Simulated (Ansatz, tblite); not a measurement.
# (FSi)4O6 adamantane (Si4O6F4): one state, many levels

One table from this session's results is given with a row withheld; the runs are named, their logs left out.

Method: as each input shows; program: Ansatz 0.2.0, Gaussian basis.

Plan: GFN1-xTB, GFN2-xTB, PBE-D4/def2-TZVP, r2SCAN-D4/def2-TZVP, LDA/def2-TZVP, HF/def2-TZVP, PBE-D4/def2-SVP, PBE0-D4/def2-SVP, MP2/def2-SVP.

4 further runs of the same task are left out: 3 that didn't finish, 1 set aside as unsound or not needed. Runs told in other sessions of the task aren't counted.

## The geometry

The geometry is that of the singlet, from an earlier relaxation (PBE-D4/def2-SVP).

14 atoms, charge 0, spin multiplicity 1.

Bond lengths: Si1–F2 1.598 Å, Si1–O3 1.675 Å, Si1–O9 1.675 Å, Si1–O13 1.675 Å, O3–Si4 1.675 Å, Si4–F5 1.598 Å, Si4–O6 1.675 Å, Si4–O14 1.675 Å, O6–Si7 1.675 Å, Si7–F8 1.598 Å, Si7–O9 1.675 Å, Si7–O10 1.675 Å, O10–Si11 1.675 Å, Si11–F12 1.598 Å, Si11–O13 1.675 Å, Si11–O14 1.675 Å. Angles: F2–Si1–O3 111.9°, F2–Si1–O9 111.9°, F2–Si1–O13 111.9°, O3–Si1–O9 107.0°, O3–Si1–O13 107.0°, O9–Si1–O13 107.0°, Si1–O3–Si4 114.3°, O3–Si4–F5 111.9°, O3–Si4–O6 107.0°, O3–Si4–O14 107.0°, F5–Si4–O6 111.9°, F5–Si4–O14 111.9°, O6–Si4–O14 107.0°, Si4–O6–Si7 114.3°, O6–Si7–F8 111.9°, O6–Si7–O9 107.0°, O6–Si7–O10 107.0°, F8–Si7–O9 111.9° and more.

As a file:

```xyz
14
F4O6Si4
Si   -0.4816    1.6306    0.2786
F    -0.9283    3.1430    0.5370
O     0.1026    1.4096   -1.2755
Si    0.5888   -0.1576   -1.6115
F     1.1348   -0.3038   -3.1062
O     1.7550   -0.5612   -0.4791
Si    1.2452   -0.4288    1.1109
F     2.4001   -0.8266    2.1412
O     0.7307    1.1500    1.3296
O    -0.1026   -1.4096    1.2755
Si   -1.3523   -1.0442    0.2220
F    -2.6067   -2.0126    0.4280
O    -1.7549    0.5612    0.4791
O    -0.7307   -1.1500   -1.3296
```

PBE0-D4/def2-TZVP was run before; its log isn't repeated, and its numbers join the tables.

The first run:

Tight binding, by tblite at 300 K electronic temperature and without a spin-polarisation term:

```python
tblite.interface.Calculator('GFN1-xTB', numbers, positions, charge=0, uhf=0).singlepoint()
```

Tight binding, by tblite at 300 K electronic temperature and without a spin-polarisation term:

```python
tblite.interface.Calculator('GFN2-xTB', numbers, positions, charge=0, uhf=0).singlepoint()
```

start.molden holds the orbitals of an earlier run on this state, given as this run's starting guess.

Input file in.yaml:

```yaml
crystal:
  periodic: [false, false, false]
  atoms:
    - {symbol: Si, position_ang: [-0.481595, 1.630604, 0.278587]}
    - {symbol: F, position_ang: [-0.928268, 3.143037, 0.536982]}
    - {symbol: O, position_ang: [0.102559, 1.409558, -1.275497]}
    - {symbol: Si, position_ang: [0.588767, -0.157593, -1.611503]}
    - {symbol: F, position_ang: [1.134846, -0.303825, -3.106210]}
    - {symbol: O, position_ang: [1.754951, -0.561177, -0.479067]}
    - {symbol: Si, position_ang: [1.245176, -0.428843, 1.110865]}
    - {symbol: F, position_ang: [2.400106, -0.826595, 2.141235]}
    - {symbol: O, position_ang: [0.730685, 1.149992, 1.329610]}
    - {symbol: O, position_ang: [-0.102554, -1.409550, 1.275493]}
    - {symbol: Si, position_ang: [-1.352346, -1.044154, 0.222032]}
    - {symbol: F, position_ang: [-2.606684, -2.012629, 0.428005]}
    - {symbol: O, position_ang: [-1.754948, 0.561190, 0.479060]}
    - {symbol: O, position_ang: [-0.730693, -1.149985, -1.329612]}
basis:
  gaussian: {orbitals: def2-TZVP, initial_orbitals: start.molden}
hamiltonian: {xc: pbe, dispersion: d4}
scf: {omitted_lower_state_checks: [starts]}
output: {orbitals: {seedname: orbitals}}
```

Started as:

```console
ansatz run in.yaml --threads 4 --pin off --events-out ev --progress --plain --max-ram 6963MiB
```

Among the steps run: PBE-D4/def2-TZVP; r2SCAN-D4/def2-TZVP; LDA/def2-TZVP; HF/def2-TZVP; PBE-D4/def2-SVP; PBE0-D4/def2-SVP; MP2/def2-SVP.

One table of the session follows, with a row left open; its other results are not shown here.

It belongs to the step «Binding energy». 

| level | binding an atom (eV) |
| --- | --- |
| HF/def2-SVP | 3.870 |
| HF/def2-TZVP | ? |
| LDA/def2-TZVP | 6.621 |
| PBE-D4/def2-SVP | 5.696 |
| PBE-D4/def2-TZVP | 5.797 |
| r2SCAN-D4/def2-TZVP | 5.745 |
| PBE0-D4/def2-SVP | 5.477 |
| PBE0-D4/def2-TZVP | 5.619 |
| MP2/def2-SVP | 5.454 |

**Question.** Estimate the row for HF/def2-TZVP.

The run gave: binding an atom (eV): 4.069. In the column «binding an atom (eV)» it lies between HF/def2-SVP (3.870) and MP2/def2-SVP (5.454).

To keep in mind: Free atoms were run apart at each level; binding is atoms less cluster, divided by the number of atoms, without zero-point or spin-orbit terms.
